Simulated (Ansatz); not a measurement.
**C2H7GaO: one species, many methods**

An exercise on one series of results from a longer session: the logs are not shown, and one member is left open.

The runs use Ansatz 0.2.0, Gaussian basis; functionals in def2-TZVPP, the program's frozen cores in correlated methods.

Plan: LDA (SPW92), PBE-D4, revPBE-D4, BLYP-D4, r2SCAN-D4, B97M-V, PBE0-D4, B3LYP-D4, r2SCANh-D4, r2SCAN0-D4, HSE06-D4, BHLYP-D4, CAM-B3LYP-D4, LC-ωPBE, ωB97X-V, ωB97M-V, B2PLYP, PBE-QIDH; CCSD(T)/def2-SVP; CCSD(T)/def2-TZVPP; MP2/def2-QZVPP; extrapolation to the limit; RPA on PBE.

### The relaxed structure

An earlier PBE0-D4 in a triple-zeta def2 set relaxation fixed the geometry.

SMILES `OC[CH2][GaH2]`, 11 atoms, charge 0, spin multiplicity 1.

Atoms are counted from 1 here; the program's logs count them from 0.

Bond lengths: O1–C2 1.461 Å, O1–H5 0.961 Å, C2–C3 1.510 Å, C2–H6 1.093 Å, C2–H7 1.094 Å, C3–Ga4 2.012 Å, C3–H8 1.090 Å, C3–H9 1.090 Å, Ga4–H10 1.571 Å, Ga4–H11 1.579 Å. Angles: C2–O1–H5 111.7°, O1–C2–C3 104.3°, O1–C2–H6 108.7°, O1–C2–H7 107.8°, C3–C2–H6 111.4°, C3–C2–H7 115.4°, H6–C2–H7 108.9°, C2–C3–Ga4 94.7°, C2–C3–H8 112.3°, C2–C3–H9 112.3°, Ga4–C3–H8 115.5°, Ga4–C3–H9 112.6°, H8–C3–H9 108.9°, C3–Ga4–H10 121.6°, C3–Ga4–H11 117.5°, H10–Ga4–H11 120.2°.

Geometry (Å):

```
O    -1.2835    0.3472    0.0138
C    -0.0379    1.0212    0.3741
C     1.0389    0.1915   -0.2844
Ga   -0.0932   -1.4668   -0.4206
H    -1.9715    0.4986    0.6681
H     0.0620    1.0133    1.4629
H    -0.1065    2.0578    0.0317
H     1.9303    0.1022    0.3357
H     1.3247    0.5847   -1.2603
H    -0.5812   -2.0188   -1.8085
H    -0.2820   -2.3309    0.8875
```

Set-up of the first run:

in.yaml

```yaml
crystal:
  periodic: [false, false, false]
  atoms:
    - {symbol: O, position_ang: [-1.283549, 0.347205, 0.013824]}
    - {symbol: C, position_ang: [-0.037883, 1.021174, 0.374060]}
    - {symbol: C, position_ang: [1.038853, 0.191469, -0.284397]}
    - {symbol: Ga, position_ang: [-0.093230, -1.466783, -0.420601]}
    - {symbol: H, position_ang: [-1.971474, 0.498632, 0.668075]}
    - {symbol: H, position_ang: [0.062026, 1.013310, 1.462909]}
    - {symbol: H, position_ang: [-0.106534, 2.057835, 0.031678]}
    - {symbol: H, position_ang: [1.930275, 0.102208, 0.335725]}
    - {symbol: H, position_ang: [1.324746, 0.584657, -1.260323]}
    - {symbol: H, position_ang: [-0.581206, -2.018772, -1.808460]}
    - {symbol: H, position_ang: [-0.282016, -2.330925, 0.887520]}
basis:
  gaussian: {orbitals: def2-TZVPP}
hamiltonian: {xc: lda}
output: {orbitals: {seedname: orbitals}}
```

Steps of the session up to this table: LDA; PBE-D4 (GGA); revPBE-D4 (GGA); BLYP-D4 (GGA); r2SCAN-D4 (meta-GGA); B97M-V (meta-GGA); PBE0-D4 (hybrid); B3LYP-D4 (hybrid); r2SCANh-D4 (hybrid); r2SCAN0-D4 (hybrid); HSE06-D4 (hybrid); BHLYP-D4 (hybrid); CAM-B3LYP-D4 (range-separated); LC-ωPBE (range-separated); ωB97X-V (range-separated); ωB97M-V (range-separated); B2PLYP (double hybrid); PBE-QIDH (double hybrid).

One table of the session follows, with a row left open; its other results are not shown here.

It belongs to the step «Orbital energies across the functionals». 

| functional | HOMO (eV) | gap (eV) |
| --- | --- | --- |
| LDA (SPW92) | -6.22 | 4.82 |
| PBE-D4 | -6.09 | 4.92 |
| revPBE-D4 | -6.03 | 4.97 |
| BLYP-D4 | -5.96 | 4.83 |
| r2SCAN-D4 | -6.33 | 5.58 |
| B97M-V | -6.41 | 5.38 |
| PBE0-D4 | -7.27 | 6.93 |
| B3LYP-D4 | ? | ? |
| r2SCANh-D4 | -6.77 | 6.30 |
| r2SCAN0-D4 | -7.43 | 7.36 |
| HSE06-D4 | -6.87 | 6.16 |
| BHLYP-D4 | -8.36 | 8.75 |
| CAM-B3LYP-D4 | -8.61 | 9.12 |
| LC-ωPBE | -9.96 | 11.70 |
| ωB97X-V | -9.60 | 11.17 |
| ωB97M-V | -9.47 | 10.69 |

**Question.** Estimate the row for B3LYP-D4.

Worked estimate for «HOMO (eV)». Against the share of exact exchange, BLYP-D4 (0, -5.96), BHLYP-D4 (0.5, -8.36) give a slope of -4.80 per unit share; at 0.2 the line stands at -6.92.

**Answer.** HOMO (eV): -7.06; gap (eV): 6.43. In «HOMO (eV)» the line misses by +0.14.
